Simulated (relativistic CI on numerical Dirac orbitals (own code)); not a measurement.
# Fe: the cost of one run

Method: charge-transfer multiplet model of a cubic metal-ligand cluster with up to 3 ligand holes, Slater and spin-orbit integrals from Dirac-Coulomb-Breit ions, Slater integrals scaled by 0.9. Code: relativistic CI on numerical Dirac orbitals (own code) version 3.

### Step 1. Starting point

| Quantity | Value |
| --- | --- |
| ion | Fe²⁺ (Fe III) |
| nuclear charge | 26 |
| electrons | 24 |
| d electrons | 6 |
| ligand holes at most | 3 |
| parameters | in eV; Veg, Vt2g hoppings, tenDq and tenDqL metal and ligand splittings (negative tenDq: tetrahedral), red the scaling of hopping with a core hole |
| temperature | 300 K |
| widths | Lorentz 0.4 eV, Gauss 0.3 eV |

### Step 2. Delta = 2.8 eV

Settings of the run:

```ini
cluster ion=Fe2+ d6 ligand_holes=3 slater_scale=0.9
Delta=2.8 Udd=5.4 Upd=6.9 tenDq=0.95 tenDqL=1 Veg=2 Vt2g=-0.99 red=1
spectrum xas L2,3 T=300 lorentz=0.4 gauss=0.3
```

Started as:

```bash
$ python run_levels.py task.json out
```

The settings of every run stand in task.json; they run in order.

**Question.** How long does this run take on 1 thread of Neoverse-V2, shared host, and how much memory does it need?

About 3.2 s, with a peak of 0.21 GiB.
